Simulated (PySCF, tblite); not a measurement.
**C₃H₁₄BNSi₃: geometry, infrared bands and NMR shifts**

What infrared bands and NMR shifts should C₃H₁₄BNSi₃ (`CB1[C@@H](C)[SiH2][SiH2][Si@H]1N`) show?

The runs use tblite 0.8.0 and PySCF 2.14.0, with density-fitted response routines of our own; the level of theory stands in each step. All values are computed, except where a source is named. Atoms count from 0, in the outputs and in this text.

## (1) The starting structure

22 atoms, charge 0, multiplicity 1; geometry from: force field or distance geometry start.

Bonds of the start (Å): C0–B1 1.58, B1–C2 1.57, C2–C3 1.50, C2–Si4 1.87, Si4–Si5 2.24, Si5–Si6 2.25, Si6–N7 1.78, Si6–B1 1.95, C0–H8 1.11, C0–H9 1.13, C0–H10 1.11, C2–H11 1.12, C3–H12 1.09, C3–H13 1.13, C3–H14 1.10, Si4–H15 1.45, Si4–H16 1.46, Si5–H17 1.46, Si5–H18 1.45, Si6–H19 1.46, N7–H20 1.03, N7–H21 1.05.

## (2) Optimising the geometry with GFN2-xTB

The job: settings as JSON, then the geometry in Å.

```
{"job": {"kind": "relax", "xc": "GFN2-xTB", "basis": "xTB"}, "charge": 0, "multiplicity": 1}
C     -1.072200     1.804600    -1.023000
B     -0.349300     0.841900    -0.003400
C     -1.025800    -0.433000     0.620600
C     -2.504200    -0.511500     0.384400
Si    -0.101900    -1.941000     0.010900
Si     1.908500    -1.296300     0.769300
Si     1.554700     0.900200     0.426000
N      2.509900     1.335700    -1.010500
H     -0.894700     2.848300    -0.688100
H     -2.181300     1.595100    -0.988900
H     -0.689000     1.653400    -2.056400
H     -0.865500    -0.390500     1.723800
H     -2.808500    -1.013300    -0.533500
H     -2.918000    -1.153700     1.216700
H     -2.969200     0.481300     0.518400
H     -0.567600    -3.173100     0.626100
H     -0.007900    -1.982000    -1.449400
H      1.977000    -1.608800     2.192200
H      3.011900    -1.810200    -0.014400
H      1.865400     1.707800     1.606100
H      2.656100     0.502200    -1.605400
H      3.461200     1.662500    -0.722100
```

Started as:

```sh
OMP_NUM_THREADS=1 python probes_run.py task.json out
```

One launch serves the whole session: the jobs run in the order shown.

**Question.** This job is followed by: GFN2-xTB harmonic vibrations, gas phase; GIAO PBE0/pcSseg-1 NMR shielding, non-relativistic, gas phase. What will the session give for the following? strongest single infrared mode (GFN2-xTB); zero-point energy (GFN2-xTB); ¹³C shifts against TMS (PBE0/pcSseg-1); ¹H shifts against TMS (PBE0/pcSseg-1, means over atoms taken as alike); ¹¹B shifts against BF3·OEt2 (PBE0/pcSseg-1); ²⁹Si shifts against TMS (PBE0/pcSseg-1); ¹⁵N shifts against NH3 (PBE0/pcSseg-1).

**Answer**, as computed:

```
                                                              quantity                                                      value
                             strongest single infrared mode (GFN2-xTB)                                      2155 cm⁻¹, 704 km/mol
                                          zero-point energy (GFN2-xTB)                                             101.2 kcal/mol
                                ¹³C shifts against TMS (PBE0/pcSseg-1)                                       40.5, 17.6, 13.2 ppm
¹H shifts against TMS (PBE0/pcSseg-1, means over atoms taken as alike)  5.78, 4.28, 3.78, 3.45, 3.28, 2.31, 1.49, 1.40, -0.31 ppm
                           ¹¹B shifts against BF3·OEt2 (PBE0/pcSseg-1)                                                  108.8 ppm
                               ²⁹Si shifts against TMS (PBE0/pcSseg-1)                                   -53.2, -54.9, -132.7 ppm
                                ¹⁵N shifts against NH3 (PBE0/pcSseg-1)                                                   -0.2 ppm
```

**Reading.** The optimisation took 202 steps and gained 0.913 eV; among the close pairs (by a distance rule), Si5–Si6 changed most, from 2.251 to 2.371 Å. No mode is imaginary among the 60: a minimum at this level. The strongest single mode, at 2155 cm⁻¹, moves mainly H17. GFN2-xTB is a fitted tight-binding method: band positions and strengths are rough. Its intensities can rank the bands wrongly.
